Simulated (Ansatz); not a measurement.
# HfB: equation of state with PBE

HfB:

```
CELL_PARAMETERS angstrom
0.00000 2.31000 2.31000
2.31000 0.00000 2.31000
2.31000 2.31000 0.00000
ATOMIC_POSITIONS crystal
Hf 0.50000 0.50000 0.50000
B 0.00000 0.00000 0.00000
```

```
Program             : Ansatz 0.2.0
Task                : equation of state
Functional          : PBE
Potentials or basis : all-electron LAPW, scalar-relativistic
Basis error allowed : 0.0005 eV/atom
k mesh              : 10 × 10 × 10
Occupations         : fermi-dirac, width 0.05 eV
Spin                : no spin polarisation
```

```json
{
 "Equilibrium volume": "14.13 Å³/atom (rough: see the caveat)",
 "Bulk modulus": "167 GPa (rough)"
}
```

Energy against volume, from the lowest point:
| volume (Å³/atom) | energy (meV/atom) |
| --- | --- |
| 11.587 | 280.01 |
| 11.833 | 210.87 |
| 12.080 | 151.80 |
| 12.326 | 101.92 |
| 12.573 | 60.45 |
| 12.819 | 26.69 |
| 13.066 | 0.00 |

All runs of the series together: 78 s on 1 thread of Intel(R) Xeon(R) Platinum 8375C CPU @ 2.90GHz (Ice Lake) (shared host).

Caveat: the minimum lies outside the volumes run. Spin-orbit coupling is left out, which matters for the levels of Hf.
